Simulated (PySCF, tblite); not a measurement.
# C5H9OSi radical: geometry, infrared bands and EPR parameters

What infrared bands and EPR parameters should C5H9OSi radical (`[SiH3]OC1=CCC[CH]1`) show?

The runs use tblite 0.8.0 and PySCF 2.14.0, with density-fitted response routines of our own; the level of theory stands in each step. All values are computed, except where a source is named. Atoms count from 0, in the outputs and in this text.

## 1. The molecule as given

16 atoms, charge 0, multiplicity 2; geometry from: force field or distance geometry start.

Bonds of the start (Å): Si0–O1 1.67, O1–C2 1.35, C2–C3 1.33, C3–C4 1.50, C4–C5 1.54, C5–C6 1.50, C6–C2 1.44, Si0–H7 1.48, Si0–H8 1.49, Si0–H9 1.48, C3–H10 1.09, C4–H11 1.09, C4–H12 1.09, C5–H13 1.09, C5–H14 1.09, C6–H15 1.06.

## 2. Optimising the geometry with GFN2-xTB

The job: settings as JSON, then the geometry in Å.

```
{"job": {"kind": "relax", "xc": "GFN2-xTB", "basis": "xTB"}, "charge": 0, "multiplicity": 2}
Si     2.897300    -0.138800    -0.403200
O      1.444600     0.412500    -1.028100
C      0.243300     0.188700    -0.445000
C     -0.145200    -0.445400     0.654200
C     -1.631500    -0.402000     0.856100
C     -2.139800     0.401900    -0.358700
C     -0.899800     0.742900    -1.129400
H      4.011600     0.289900    -1.281800
H      3.121500     0.422500     0.955900
H      2.881400    -1.620600    -0.307100
H      0.500300    -0.961200     1.360900
H     -1.891800     0.092700     1.791800
H     -2.062900    -1.406900     0.869000
H     -2.649900     1.310700    -0.038000
H     -2.827000    -0.182400    -0.963600
H     -0.859800     1.304300    -2.031200
```

Command:

```bash
OMP_NUM_THREADS=1 python probes_run.py task.json out
```

The driver reads the jobs from task.json and runs them one after another.

Log:

```text
step      E/eV     max force
  0    -573.45349    3.850
  1    -573.61757    1.431
  2    -573.65240    0.529
  3    -573.67080    0.403
  4    -573.68238    0.379
  5    -573.69157    0.306
  6    -573.70103    0.304
  7    -573.71139    0.241
  8    -573.71881    0.218
  9    -573.72320    0.130
 10    -573.72590    0.148
 11    -573.72816    0.150
 12    -573.73038    0.118
 13    -573.73194    0.088
 14    -573.73287    0.060
 15    -573.73347    0.057
 16    -573.73389    0.056
 17    -573.73416    0.045
 18    -573.73436    0.036
 19    -573.73455    0.036
 20    -573.73471    0.037
 21    -573.73482    0.023
 22    -573.73491    0.025
 23    -573.73501    0.028
 24    -573.73515    0.041
 25    -573.73535    0.055
 26    -573.73560    0.055
 27    -573.73592    0.070
 28    -573.73633    0.087
 29    -573.73670    0.071
 30    -573.73691    0.034
 31    -573.73697    0.019
 32    -573.73700    0.019
 33    -573.73703    0.023
 34    -573.73707    0.022
 35    -573.73710    0.014
 36    -573.73712    0.007
```

It took 0.94 s on 1 thread of Intel Xeon at 2.50GHz, shared host.

The steps of the relaxation: (not every step is listed)

```
step  energy from step 0 (eV)  largest force (eV/Å)
   0                   0.0000                3.8504
   1                  -0.1641                1.4307
   2                  -0.1989                0.5292
   3                  -0.2173                0.4027
   4                  -0.2289                0.3791
   5                  -0.2381                0.3057
   6                  -0.2475                0.3036
   7                  -0.2579                0.2408
   8                  -0.2653                0.2175
  10                  -0.2724                0.1483
  12                  -0.2769                0.1177
  14                  -0.2794                0.0598
  16                  -0.2804                0.0564
  18                  -0.2809                0.0359
  20                  -0.2812                0.0370
  22                  -0.2814                0.0249
  24                  -0.2817                0.0415
  26                  -0.2821                0.0552
  28                  -0.2828                0.0868
  30                  -0.2834                0.0340
  31                  -0.2835                0.0187
  32                  -0.2835                0.0193
  33                  -0.2835                0.0226
  34                  -0.2836                0.0217
  35                  -0.2836                0.0141
  36                  -0.2836                0.0067
```

Distances of close pairs at the start and the end, largest changes first:

```
  bond  before (Å)  after (Å)  change (Å)
 C2–C6       1.443      1.383      -0.060
 C2–C3       1.327      1.381      +0.054
Si0–O1       1.675      1.624      -0.051
Si0–H7       1.482      1.454      -0.029
Si0–H8       1.487      1.465      -0.022
Si0–H9       1.485      1.465      -0.020
C3–H10       1.087      1.073      -0.014
 C3–C4       1.501      1.490      -0.011
```

The next job starts from the end point, and lists it.

## 3. Harmonic vibrations with GFN2-xTB

The job: settings as JSON, then the geometry in Å.

```
{"job": {"kind": "ir", "xc": "GFN2-xTB", "basis": "xTB"}, "charge": 0, "multiplicity": 2}
Si     2.920133    -0.166413    -0.359429
O      1.485787     0.345393    -0.923508
C      0.226438     0.205513    -0.467332
C     -0.157262    -0.461385     0.679286
C     -1.636502    -0.395907     0.845686
C     -2.118887     0.414538    -0.373050
C     -0.870710     0.736389    -1.121057
H      3.780852     0.379465    -1.395750
H      3.193460     0.384943     0.970114
H      2.966161    -1.628509    -0.277584
H      0.502171    -0.960052     1.363247
H     -1.910501     0.087613     1.788544
H     -2.078663    -1.396790     0.868265
H     -2.646590     1.324229    -0.071038
H     -2.814677    -0.160540    -0.991356
H     -0.848807     1.300456    -2.033115
```

Log:

```text
mode    cm-1     km/mol
  1      56.4      1.75
  2     117.7      0.08
  3     128.1      0.92
  4     155.8      0.01
  5     260.8      0.67
  6     371.8      0.49
  7     524.7     10.90
  8     542.2      1.19
  9     599.3     26.65
 10     616.0     76.87
 11     638.6     16.71
 12     656.1     74.78
 13     702.5      1.72
 14     755.7    224.96
 15     797.0      1.95
 16     804.7    269.69
 17     824.7    159.22
 18     850.1    232.76
 19     967.7      5.79
 20     970.3      0.01
 21    1009.2     17.40
 22    1039.8    122.07
 23    1095.7      0.14
 24    1101.0      0.76
 25    1158.2      0.01
 26    1203.5     27.23
 27    1212.6    201.55
 28    1270.9     75.39
 29    1293.8      0.89
 30    1373.6      0.99
 31    1456.2      0.80
 32    1470.2      3.86
 33    1530.8    220.52
 34    2225.9    415.62
 35    2254.6    178.10
 36    2348.3    262.33
 37    2899.9      0.68
 38    2918.1     54.19
 39    2940.0     35.53
 40    2951.1     46.26
 41    3149.1     30.56
 42    3158.2     12.86
```

It took 1.7 s on 1 thread of Intel Xeon at 2.50GHz, shared host.

Which atoms move in the most intense modes:

```
cm⁻¹  km/mol                                atoms
 756   225.0            H7 59 %, H9 18 %, H8 18 %
 805   269.7            H8 32 %, H9 32 %, H7 27 %
 850   232.8  Si0 25 %, O1 22 %, C2 13 %, C3 11 %
1213   201.6  C3 23 %, O1 19 %, H10 12 %, C4 12 %
1531   220.5            C2 49 %, C3 19 %, C6 17 %
2226   415.6                     H9 48 %, H8 47 %
2255   178.1                     H8 49 %, H9 48 %
2348   262.3                              H7 97 %
```

## 4. g tensor and hyperfine couplings: B3LYP/pcH-1

Same as in step 3 but for these lines:

```diff
@@ -1,2 +1,2 @@
-{"job": {"kind": "ir", "xc": "GFN2-xTB", "basis": "xTB"}, "charge": 0, "multiplicity": 2}
+{"job": {"kind": "epr", "basis": "pcH-1"}, "charge": 0, "multiplicity": 2}
 Si     2.920133    -0.166413    -0.359429
```

Level: UKS B3LYP, pcH-1 on C H O Si, non-relativistic, mean-field spin-orbit, GIAO.

Log:

```text
UKS, coarse grid
  cycle   1  E = -560.55772410  |g| = 5.23e-01
  cycle   2  E = -560.42644465  |g| = 7.96e-01
  cycle   3  E = -560.65525635  |g| = 1.05e-01
  cycle   4  E = -560.65892709  |g| = 4.75e-02
  cycle   5  E = -560.66006186  |g| = 9.51e-03
  cycle   6  E = -560.66011452  |g| = 6.29e-03
  cycle   7  E = -560.66014209  |g| = 2.51e-03
  cycle   8  E = -560.66014918  |g| = 1.17e-03
  cycle   9  E = -560.66015014  |g| = 2.58e-04
UKS, final grid
  cycle   1  E = -560.66018985  |g| = 3.33e-04
  cycle   2  E = -560.66018979  |g| = 4.93e-04
  cycle   3  E = -560.66018991  |g| = 4.57e-05
  cycle   4  E = -560.66018991  |g| = 1.30e-05
E = -560.66018991 Eh   <S^2> = 0.7739 (exact 0.7500)
g shifts (ppm)      1          2          3
  rmc          -136       -136       -136
  gc             -5         24         23
  oz_so           0        533        752
  total        -141        422        639
hyperfine (MHz)  atom isotope    a_iso     a_fc   dipolar eigenvalues
    0  29Si       0.73       0.74     -0.52      0.11      0.41
    1   17O       2.79       2.79     -4.34     -2.71      7.05
    2   13C     -49.59     -49.60    -26.91     12.60     14.31
    3   13C      51.89      51.95    -49.77    -48.11     97.87
    4   13C     -18.79     -18.79     -0.79      0.04      0.74
    5   13C     -20.30     -20.31     -0.89      0.08      0.80
    6   13C      55.07      55.13    -52.89    -51.41    104.31
    7    1H       0.52       0.52     -0.55     -0.32      0.87
    8    1H      -0.20      -0.20     -1.09     -1.00      2.10
    9    1H      -0.20      -0.20     -1.09     -1.00      2.10
   10    1H     -39.98     -39.99    -24.53      0.08     24.45
   11    1H      71.14      71.14     -3.70     -1.87      5.57
   12    1H      71.15      71.15     -3.70     -1.87      5.57
   13    1H      76.24      76.24     -3.82     -2.04      5.87
   14    1H      76.41      76.41     -3.83     -2.04      5.87
   15    1H     -42.94     -42.95    -25.83     -0.08     25.91
```

Run time: 3 min. Hardware: 1 thread of Intel Xeon at 2.50GHz, shared host; peak memory 1 GiB.

Principal g values 2.00218, 2.00274, 2.00296; g(iso) = 2.00263, against 2.00232 for a free electron.

Hyperfine couplings; where a row names several nuclei, a(iso) is their mean (it holds for fast rotation or exchange) and the dipolar term the largest among them:

```
            nuclei  isotope  a(iso) (MHz)  a(iso) (G, at g = 2.0023)  largest dipolar term (MHz)
H11, H12, H13, H14       1H          73.7                       26.3                         5.9
            C3, C6      13C          53.5                       19.1                       104.3
                C2      13C         -49.6                      -17.7                       -26.9
          H10, H15       1H         -41.5                      -14.8                        25.9
            C4, C5      13C         -19.5                       -7.0                        -0.9
                O1      17O           2.8                        1.0                         7.1
               Si0     29Si           0.7                        0.3                        -0.5
        H7, H8, H9       1H           0.0                        0.0                         2.1
```

Mulliken spin populations:

Si0 0.00; O1 -0.01; C2 -0.22; C3 0.62; C4 -0.05; C5 -0.05; C6 0.66; H7 0.00; H8 0.00; H9 0.00; H10 -0.03; H11 0.03; H12 0.03; H13 0.03; H14 0.03; H15 -0.03

In first order the couplings over 0.8 MHz of 1H give 15 distinct lines over 134.9 G, if the averaged nuclei exchange fast.

Orbitals, density, ELF and potential are computed afterwards from the orbital file.

ELF in a plane through or near 10 of the atoms.

Ten even steps from '0' (0.00) to '9' (1.00):
```
0000000000000000000000000000
0000000000000000000000000000
0000000000000000000000000000
0000000000001000000000000000
0000000000038710000000000000
0000000000089971022100000000
0000000000089983355200000000
0000002331038727625410000000
0000012111004436615300000000
0000110762415883489410000000
0014893657773833445541000000
0039999417346296870652000000
0059999817881463274421000000
0018999404750179840000000000
0003899100210399960000000000
0000011000000499960000000000
0000000000000179720000000000
0000000000000000000000000000
0000000000000000000000000000
0000000000000000000000000000
```
The map spans 12.9 Å across and 9.9 Å up, centred on the molecule. Atoms in the plane (x, y in Å): Si0 (-2.9, 0.0), O1 (-1.5, -0.8), C2 (-0.2, -0.4), C3 (0.2, 0.9), C4 (1.7, 1.0), C5 (2.1, -0.5), C6 (0.8, -1.3), H7 (-3.8, -1.2), H10 (-0.4, 1.8), H15 (0.8, -2.4).

On the surface of density 0.002 e/bohr³ the electrostatic potential runs, from the 1st to the 99th percentile, from -1.01 V near O1 to 1.26 V near H8.

The spin density lies nearest to C3, C6 about 33 % each; C2 9 % (beta excess); H10 6 %.

## 5. Results

```
                                 quantity                               value
strongest single infrared mode (GFN2-xTB)               2226 cm⁻¹, 416 km/mol
             zero-point energy (GFN2-xTB)                       74.9 kcal/mol
                           g(iso) (B3LYP)                             2.00263
                                     ⟨S²⟩                  0.774 (exact 0.75)
       largest a(iso) (averaged by class)  1H on H11, H12, H13, H14, 73.7 MHz
    surface potential, 1st and 99th percentile                  -1.01 V and 1.26 V
```

In words: Over 36 steps the energy fell by 0.284 eV; of the close pairs, C2–C6 changed most, 1.443 to 1.383 Å. All 42 modes are real, so the xTB geometry is a minimum. The strongest single mode, at 2226 cm⁻¹, moves mainly H9 and H8. GFN2-xTB is a fitted tight-binding method: band positions and strengths are rough. Its intensities can rank the bands wrongly. The largest spin populations lie on C6 (0.66 e), C3 (0.62 e). The isotropic g lies 0.3 ppt above the free-electron value.
